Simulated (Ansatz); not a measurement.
# Sn3Ru: the cost of one run

Program: Ansatz 0.2.0. Level of theory: DFT PBE, scalar-relativistic, plane waves, PAW. These are calculated values, not measurements.

**1. The starting structure**

It takes space group Fm-3m (No. 225, cubic). Conventional cell: a = 8.044 Å, b = 8.044 Å, c = 8.044 Å, α = 90.00°, β = 90.00°, γ = 90.00°. Around Sn (site symmetry -43m) lie 4 Sn at 3.48 Å and 4 Ru at 3.48 Å. Around Sn (site symmetry m-3m) lie 8 Sn at 3.48 Å. Around Ru (site symmetry m-3m) lie 8 Sn at 3.48 Å.

Coordinates:

```
CELL_PARAMETERS angstrom
0.00000 4.02190 4.02190
4.02190 0.00000 4.02190
4.02190 4.02190 0.00000
ATOMIC_POSITIONS crystal
Sn 0.25000 0.25000 0.25000
Sn 0.75000 0.75000 0.75000
Sn 0.50000 0.50000 0.50000
Ru 0.00000 0.00000 0.00000
```

The cell is invented: species swapped into a database cell of Rb3Cd (Fm-3m, No. 225), with Sn on the Rb sites and Ru on the Cd sites. Lengths come from tabulated atomic sizes and are only a guess.

**2. Probe: one point on a coarse mesh**

input.yaml

```yaml
crystal:
  lattice:
    - [0.0, 4.02189701, 4.02189701]
    - [4.02189701, 0.0, 4.02189701]
    - [4.02189701, 4.02189701, 0.0]
  atoms:
    - { symbol: Sn, position: [0.25, 0.25, 0.25] }
    - { symbol: Sn, position: [0.75, 0.75, 0.75] }
    - { symbol: Sn, position: [0.5, 0.5, 0.5] }
    - { symbol: Ru, position: [0.0, 0.0, 0.0] }
basis:
  ecutwfc: 420
kpoints:
  mp_grid: { grid: [4, 4, 4] }
hamiltonian:
  xc: pbe
scf:
  occupations: { method: gaussian, width: 0.1 }
  lower_state_search: "off"
output:
  forces: true
  stress: true
  eigenvalues: true
```

On the command line:

```
$ ansatz run input.yaml --threads 1 --pin off --max-ram 2560MiB --backend cpu --events-out ev --progress --plain --runs-dir out
```

Q: Estimate wall time and peak memory on 1 thread of Arm Neoverse V2, shared host.

About 2 s, with a peak of 0.37 GiB.
